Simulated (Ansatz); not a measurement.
# TiB (Pnma): equation of state with a fit in Python

Where is the equilibrium volume of TiB (Pnma), and how stiff is it? Wanted for TiB (Pnma): an equation of state with a fit.

Program: the Python package of Ansatz 0.2.0. Level of theory: DFT PBEsol, plane waves, PAW. These are calculated values, not measurements.

### 1 The system

It takes space group Pnma (No. 62, orthorhombic). The conventional cell has a = 6.120 Å, b = 3.060 Å, c = 4.560 Å, α = 90.00°, β = 90.00°, γ = 90.00°. Ti (site symmetry m) has 7 B at 2.34 to 2.54 Å as nearest neighbours. Around B (site symmetry m) lie 2 B at 1.83 Å and 7 Ti at 2.34 to 2.54 Å.

The script holds or builds the structure itself.

### 2 The code

Input file eos_tib.py:

```python
# -*- coding: utf-8 -*-
import warnings

import ansatz as az
from ase.eos import EquationOfState
from ase.units import GPa
import numpy as np

VECTORS = np.array([
    [6.12, 0.0, 0.0],
    [0.0, 3.06, 0.0],
    [0.0, 0.0, 4.56],
])
SITES = [
    ("Ti", (0.177, 0.25, 0.123)),
    ("Ti", (0.823, 0.75, 0.877)),
    ("Ti", (0.323, 0.75, 0.623)),
    ("Ti", (0.677, 0.25, 0.377)),
    ("B", (0.029, 0.25, 0.603)),
    ("B", (0.971, 0.75, 0.397)),
    ("B", (0.471, 0.75, 0.103)),
    ("B", (0.529, 0.25, 0.897)),
]


def crystal_on(cell):
    crystal = az.Crystal(lattice=az.Lattice.of(cell))
    for symbol, position in SITES:
        crystal = crystal.atom(symbol, position)
    return crystal

warnings.simplefilter("ignore", az.DeckWarning)

volumes, energies = [], []
for scale in np.linspace(0.95, 1.07, 5):
    cell = VECTORS * scale ** (1 / 3)
    base = (
        crystal_on(cell).calculation()
        .basis(38 * az.Ry)
        .occupations(az.OccupationsMethod.FERMI_DIRAC, width=0.1)
        .functional("pbesol")
        .kpoints(5, 9, 6)
    )
    rep = base.run(threads=1, pin="off").report
    volumes.append(abs(np.linalg.det(cell)) / len(SITES))
    energies.append(rep["free_energy_ev"] / len(SITES))
    print(f"V = {volumes[-1]:8.4f} A^3/atom  F = {energies[-1]:.5f} eV/atom")

eos = EquationOfState(volumes, energies, eos="sj")
v0, e0, bulk = eos.fit()
print(f"V0 = {v0:.4f} A^3/atom, E0 = {e0:.5f} eV/atom, B = {bulk / GPa:.1f} GPa")
```

### 3 The calls as engine input

The package turns the script's settings into the engine's input (first run):

```yaml
crystal:
  lattice:
    - [6.016251143648338, 0.0, 0.0]
    - [0.0, 3.008125571824169, 0.0]
    - [0.0, 0.0, 4.482696930561507]
  atoms:
    - { symbol: Ti, position: [0.177, 0.25, 0.123] }
    - { symbol: Ti, position: [0.823, 0.75, 0.877] }
    - { symbol: Ti, position: [0.323, 0.75, 0.623] }
    - { symbol: Ti, position: [0.677, 0.25, 0.377] }
    - { symbol: B, position: [0.029, 0.25, 0.603] }
    - { symbol: B, position: [0.971, 0.75, 0.397] }
    - { symbol: B, position: [0.471, 0.75, 0.103] }
    - { symbol: B, position: [0.529, 0.25, 0.897] }
basis:
  ecutwfc: 517.016338673772
kpoints:
  mp_grid:
    grid: [5, 9, 6]
hamiltonian:
  xc: pbesol
scf:
  occupations:
    method: fermi_dirac
    width: 0.1
```

### 4 The run

Run with:

```
> python eos_tib.py
```

**Question.** Estimate the equilibrium volume and the bulk modulus.

The runs gave:

| quantity | value |
| --- | --- |
| runs compared | 5 |
| range of energy | 60.47 meV/atom |
| lowest point, volume (Å³/atom) | 10.461 |
| equilibrium volume (fit) | 10.39 Å³/atom |
| bulk modulus (fit) | 224 GPa |

**Reading.** A third-order Birch-Murnaghan fit through the 5 points (the script's own form may differ a little) has its minimum at 10.39 Å³ an atom, 2.6 % below the typed cell, with a bulk modulus of 224 GPa and dB/dP = 3.9. From that minimum the energy rises by 4.5 meV an atom on the compressed side and 60.8 meV on the expanded side. The window is off centre, so dB/dP is rough. Reading the output:
- Total energies depend on the potentials; only differences at equal settings carry meaning.
- No spin polarisation was allowed.
- Shape and fractional positions are held along the curve, so the bulk modulus is an upper value where they are free to relax.
- A Fermi-Dirac width this large means warm electrons, whose thermal share enters the free energy.
- The starting cell is as deposited in a crystallographic database.
